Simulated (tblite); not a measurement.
# C2H13BrSi4: the cost of one run

Computed with tblite 0.8.0 and PySCF 2.14.0, with density-fitted response routines of our own, on a single molecule in the gas phase. Atoms count from 0, in the outputs and in this text.

**1. Starting geometry**

20 atoms, charge 0, multiplicity 1; geometry from: force field or distance geometry start.

Bonds of the start (Å): C0–C1 1.54, C1–Si2 1.89, Si2–Si3 2.19, Si3–Si4 2.21, Si2–Si5 2.21, Si5–Br6 2.23, C0–H7 1.12, C0–H8 1.10, C0–H9 1.12, C1–H10 1.11, C1–H11 1.11, Si2–H12 1.47, Si3–H13 1.48, Si3–H14 1.48, Si4–H15 1.48, Si4–H16 1.49, Si4–H17 1.45, Si5–H18 1.48, Si5–H19 1.48.

**2. Relaxing the molecule with GFN2-xTB**

Job settings and geometry (Å):

```
{"job": {"kind": "relax", "xc": "GFN2-xTB", "basis": "xTB"}, "charge": 0, "multiplicity": 1}
C     -1.924100    -0.974800     0.700800
C     -2.150900    -0.104200    -0.553400
Si    -0.449500     0.633600    -0.907200
Si     0.994100    -1.012800    -0.925000
Si     2.854500    -0.664400     0.217600
Si    -0.054300     2.236200     0.555600
Br     1.139800     1.464900     2.279100
H     -1.242200    -0.457600     1.416100
H     -1.460100    -1.927200     0.393700
H     -2.928000    -1.103400     1.177600
H     -2.478200    -0.743800    -1.400000
H     -2.908100     0.673300    -0.328900
H     -0.554300     1.270600    -2.224300
H      1.387800    -1.243900    -2.332500
H      0.356800    -2.258700    -0.450900
H      3.649000     0.490400    -0.269400
H      3.735100    -1.840800    -0.009300
H      2.683800    -0.584900     1.659600
H      0.648100     3.350200    -0.118400
H     -1.304500     2.808200     1.116200
```

The run is started by

```sh
> OMP_NUM_THREADS=1 python probes_run.py task.json out
```

One launch serves the whole session: the jobs run in the order shown.

Q: Estimate the wall time and peak memory of this first job on 1 thread of Arm Neoverse N1, shared host.

About 2.5 s, with a peak of 0.18 GiB.
